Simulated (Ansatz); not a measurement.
# SnSe2 (CdI2 type): a single-point run

Aim: a sound single-point run of SnSe2 (CdI2 type). The structure is shown as the input types it.

Computed with Ansatz 0.2.0 (DFT r2SCAN, scalar-relativistic, plane waves, PAW, unless a step's input says otherwise).

2 further runs of the same task are left out: 2 set aside as unsound or not needed.

**1. Starting point**

It takes space group P-3m1 (No. 164, trigonal). Conventional cell: a = 7.258 Å, b = 7.258 Å, c = 12.295 Å, α = 90.00°, β = 90.00°, γ = 120.00°.

Coordinates:

```
CELL_PARAMETERS angstrom
7.25762 0.00000 0.00000
-3.62881 6.28528 0.00000
0.00000 0.00000 12.29526
ATOMIC_POSITIONS crystal
Sn 0.00000 0.00000 0.00000
Se 0.33333 0.66667 0.24187
Se 0.66667 0.33333 0.75813
```

**2. The run**

input.yaml

```yaml
crystal:
  lattice:
    - [7.25762114, 0.0, 0.0]
    - [-3.62881057, 6.28528428, 0.0]
    - [0.0, 0.0, 12.29525914]
  atoms:
    - { symbol: Sn, position: [0.0, 0.0, 0.0] }
    - { symbol: Se, position: [0.3333333333333, 0.6666666666667, 0.2418655614] }
    - { symbol: Se, position: [0.6666666666667, 0.3333333333333, 0.7581344386] }
basis:
  ecutwfc: 500
  ecutrho_ratio: 4
kpoints:
  mp_grid: { grid: [10, 10, 6] }
hamiltonian:
  xc: r2scan
scf:
  occupations: { method: gaussian, width: 0.05 }
  max_iter: 60
output:
  forces: true
  stress: true
```

Started as:

```sh
ansatz run input.yaml --threads 4 --pin off --max-ram 7168MiB --backend cpu --events-out ev --progress --plain --runs-dir out
```

**Question.** How will this run end, and is anything wrong with its input?

The run converged and reported no error. That alone doesn't make the input a sound one.

Lengths in bohr were typed where ångström are read, so every distance is 1.89 times too long and the bonds are broken. The shortest distance in the input is 5.14 Å, between atoms 1 (Sn) and 2 (Se).

Fix: convert the lengths to the unit that the input reads.
